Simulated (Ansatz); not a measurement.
# TlAgTe2: energy and pressure over a range of volumes

An exercise on one series of results from a longer session: the logs are not shown, and one member is left open.

Program: Ansatz 0.2.0. Level of theory: DFT LDA, scalar-relativistic. These are calculated values, not measurements.

## The starting structure

The structure is tetragonal, space group I-4m2 (No. 119). Conventional cell: a = 3.920 Å, b = 3.920 Å, c = 15.220 Å, α = 90.00°, β = 90.00°, γ = 90.00°. Tl (site symmetry -4m2) is surrounded by 8 Te at 3.41 Å and 4 Tl at 3.92 Å. Around Ag (site symmetry -4m2) lie 4 Te at 2.67 Å. Around Te (site symmetry 2mm) lie 2 Ag at 2.67 Å and 4 Tl at 3.41 Å.

Structure file:

```cif
data_structure
_symmetry_space_group_name_H-M 'I-4m2'
_symmetry_Int_Tables_number 119
_cell_length_a 3.9200
_cell_length_b 3.9200
_cell_length_c 15.2200
_cell_angle_alpha 90.000
_cell_angle_beta 90.000
_cell_angle_gamma 90.000
_cell_volume 233.88
loop_
_atom_site_label
_atom_site_type_symbol
_atom_site_symmetry_multiplicity
_atom_site_Wyckoff_symbol
_atom_site_fract_x
_atom_site_fract_y
_atom_site_fract_z
_atom_site_occupancy
Tl1 Tl 2 a 0.00000 0.00000 0.00000 1
Ag1 Ag 2 c 0.00000 0.50000 0.25000 1
Te1 Te 4 e 0.00000 0.00000 0.36900 1
```

The file gives the conventional cell by its symmetry; the runs use the cell typed in the input.

Atoms are numbered in the order of the input: Tl1, Ag2, Te3, Te4.

The first run:

File input.yaml:

```yaml
crystal:
  lattice:
    - [-1.9335102663, 1.9335102663, 7.5071495543]
    - [1.9335102663, -1.9335102663, 7.5071495543]
    - [1.9335102663, 1.9335102663, -7.5071495543]
  atoms:
    - { symbol: Tl, position: [0.0, 0.0, 0.0] }
    - { symbol: Ag, position: [0.75, 0.25, 0.5] }
    - { symbol: Te, position: [0.369, 0.369, 0.0] }
    - { symbol: Te, position: [0.631, 0.631, 0.0] }
kpoints:
  mp_grid: { grid: [13, 13, 13] }
  band_path:
    path:
      - [0.0, 0.0, 0.0]
      - [0.0, 0.0, 0.5]
      - [0.25, 0.25, 0.25]
      - [0.0, 0.5, 0.0]
      - [0.0, 0.0, 0.0]
      - [0.5, 0.5, -0.5]
      - [0.2665837537, 0.7334162463, -0.2665837537]
      - [-0.2665837537, 0.2665837537, 0.2665837537]
      - [0.0, 0.0, 0.0]
    npoints: 5
scf:
  occupations: { method: fermi_dirac, width: 0.05 }
hamiltonian:
  xc: lda
  pseudopotentials: { kind: all_electron, lapw: { basis_error: 0.0005 } }
output:
  forces: true
  stress: true
  eigenvalues: true
```

Started as:

```bash
$ ansatz run input.yaml --threads 1 --pin off --max-ram 4096MiB --backend cpu --events-out ev --progress --plain --runs-dir out
```

Among the steps run: Volume × 0.96, LAPW; Volume × 0.96, PAW; Volume × 0.96, crystal datasets; Volume × 0.99, LAPW; Volume × 0.99, PAW; Volume × 0.99, crystal datasets; Volume × 1.02, LAPW; Volume × 1.02, PAW; Volume × 1.02, crystal datasets; Volume × 1.06, LAPW; Volume × 1.06, PAW; Volume × 1.06, crystal datasets.

One table of the session follows, with a row left open; its other results are not shown here.

| method | volume (Å³/atom) | pressure (GPa) | largest force (eV/Å) |
| --- | --- | --- | --- |
| LAPW | 28.065 | 0.65 | 0.349 |
| LAPW | 28.942 | -0.93 | 0.187 |
| LAPW | 29.819 | -2.24 | 0.045 |
| LAPW | 30.989 | -3.63 | 0.115 |
| PAW | 28.065 | 0.64 | 0.348 |
| PAW | 28.942 | -0.95 | 0.185 |
| PAW | 29.819 | -2.25 | 0.044 |
| PAW | 30.989 | -3.63 | 0.115 |
| crystal datasets | 28.065 | 0.65 | 0.350 |
| crystal datasets | 28.942 | -0.93 | 0.187 |
| crystal datasets | 29.819 | -2.24 | 0.046 |
| crystal datasets | 30.989 | ? | ? |

Q: Estimate the row for crystal datasets, 30.989 from the others.

As computed: pressure (GPa): -3.63; largest force (eV/Å): 0.114.

Limits of these values: Shape and positions are held, so a fully relaxed modulus can be lower. Warnings in the runs' records: gradients without spin orbit, crystal datasets made.
